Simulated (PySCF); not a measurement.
# Solver options tried on AlI

The same problem is solved with other solver options, one edit a run.

The runs use PySCF 2.14.0; each script names its method and basis.

5 further runs of the same task are left out: 1 for a known fault of the program, 4 that didn't finish.

## Step 1: Starting geometry

AlI: 2 atoms, charge 0, spin multiplicity 1.

Bond lengths: Al1–I2 2.255 Å.

## Step 2: Base script

File input.py:

```python
from pyscf import gto, scf, mp

mol = gto.M(
    atom='Al 0 0 0; I 0 0 2.255',
    basis='x2c-svpall',
    charge=0,
    spin=0,
    symmetry=True,
    verbose=4,
)
mf = scf.RHF(mol)
mf = mf.sfx2c1e()
mf.kernel()
mp.MP2(mf, frozen=23).kernel()
mf.dip_moment()
print('orbital energies (hartree):', mf.mo_energy[..., max(0, mol.nelec[1]-3):mol.nelec[0]+3].round(4))
```

Run with:

```sh
$ OMP_NUM_THREADS=1 python input.py
```

Its log is not repeated here.

In short: E(SCF) = -7354.377552 Eh, 8 cycles, E(MP2) − E(SCF) = -0.15570 Eh, μ = 0.35 D (of the SCF density).

The bond length is a typed value, not an optimised one.

## Step 3: Level shift 1 hartree

Variant 1 changes level shift: none → 1 hartree.

File input.py:

```python
from pyscf import gto, scf, mp

mol = gto.M(
    atom='Al 0 0 0; I 0 0 2.255',
    basis='x2c-svpall',
    charge=0,
    spin=0,
    symmetry=True,
    verbose=4,
)
mf = scf.RHF(mol)
mf = mf.sfx2c1e()
mf.level_shift = 1.0
mf.kernel()
mp.MP2(mf, frozen=23).kernel()
mf.dip_moment()
print('orbital energies (hartree):', mf.mo_energy[..., max(0, mol.nelec[1]-3):mol.nelec[0]+3].round(4))
```

Run with:

```sh
$ OMP_NUM_THREADS=1 python input.py
```

## Step 4: Convergence threshold 0.001 hartree

Variant 2 changes convergence threshold: default → 0.001 hartree.

Edit input.py of step 2 so:

```diff
@@ -12,2 +12,3 @@
 mf = mf.sfx2c1e()
+mf.conv_tol = 0.001
 mf.kernel()
```

## Step 5: Second-order solver on

Variant 3 changes second-order solver: off → on.

Edit input.py of step 2 so:

```diff
@@ -12,2 +12,3 @@
 mf = mf.sfx2c1e()
+mf = mf.newton()
 mf.kernel()
```

What does the calculation give? Wanted: for each run, E(SCF); from base; gap; SCF dipole; after the SCF.

As calculated:

```
                                run  E(SCF) (hartree)  from base (eV)   cycles  gap (eV)  SCF dipole (D)                           after the SCF
                               base      -7354.377552               0        8      9.38            0.35  MP2 correlation -4.237 eV, core frozen
              level shift 1 hartree      -7354.377552          0.0000       24      9.38            0.35  MP2 correlation -4.237 eV, core frozen
convergence threshold 0.001 hartree      -7354.377551          0.0000        4      9.38            0.34  MP2 correlation -4.238 eV, core frozen
             second-order solver on      -7354.377552          0.0000  3 macro      9.38            0.35  MP2 correlation -4.237 eV, core frozen
```

Distance from each run's final energy (log10 hartree) by cycle:

```
                                run  cycle 1  cycle 2  cycle 3  cycle 5  cycle 8  cycle 12
                               base     -1.7     -2.6     -3.7     -6.3    -10.7      done
              level shift 1 hartree     -1.3     -1.8     -2.1     -2.8     -3.8      -5.2
convergence threshold 0.001 hartree     -1.7     -2.6     -3.7     done     done      done
             second-order solver on     -5.7    < -11    < -11     done     done      done
```

What this shows: The SCF energy stays the same, to the digits that matter, with level shift 1 hartree or convergence threshold 0.001 hartree or second-order solver on. The base needs 8 cycles and the run with level shift 1 hartree needs 24.
